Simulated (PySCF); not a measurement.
# Br4H4HfO2 (cis-Hf(H2O)2Br4): the cost of one run

The runs use PySCF 2.14.0, with density-fitted response routines of our own; the level of theory stands in each step. All values are computed, except where a source is named. Atoms are numbered from 0 throughout.

## (1) The molecule as given

11 atoms, charge 0, multiplicity 1; geometry from: GFN2-xTB. The atoms were then displaced at random by about 0.03 Å, so the start is not that level's minimum.

Bonds of the start (Å): Hf0–O1 2.43, Hf0–Br4 2.55, Hf0–O5 2.38, Hf0–Br8 2.59, Hf0–Br9 2.61, Hf0–Br10 2.48, O1–H2 0.96, O1–H3 0.98, O5–H6 0.98, O5–H7 1.01.

## (2) Optimising the geometry at PBE0-D3(BJ)/def2-SVP

Job settings and geometry (Å):

```
{"job": {"xc": "PBE0", "basis": "def2-SVP", "d3": "d3bj", "grid": 1, "maxiter": 40, "shake": 0.03, "kind": "geom"}, "charge": 0, "multiplicity": 1}
Hf    -0.607570    -0.079230    -0.654300
O     -0.537400    -0.025840     1.773280
H     -0.720050    -0.804510     2.308560
H     -0.565560     0.773750     2.331090
Br    -0.327040    -0.007460    -3.190380
O      1.766380     0.030530    -0.529650
H      2.358660     0.797410    -0.661120
H      2.387840    -0.744610    -0.688390
Br    -3.166570    -0.007000    -0.260240
Br    -0.254840     2.468730    -0.185020
Br    -0.235790    -2.487290    -0.212930
```

On the command line:

```sh
$ OMP_NUM_THREADS=1 python probes_run.py task.json out
```

This one command runs all jobs of the session in turn.

Q: Estimate the wall time and peak memory of this first job on 1 thread of AMD EPYC, shared host.

About 29 min, with a peak of 1.8 GiB.
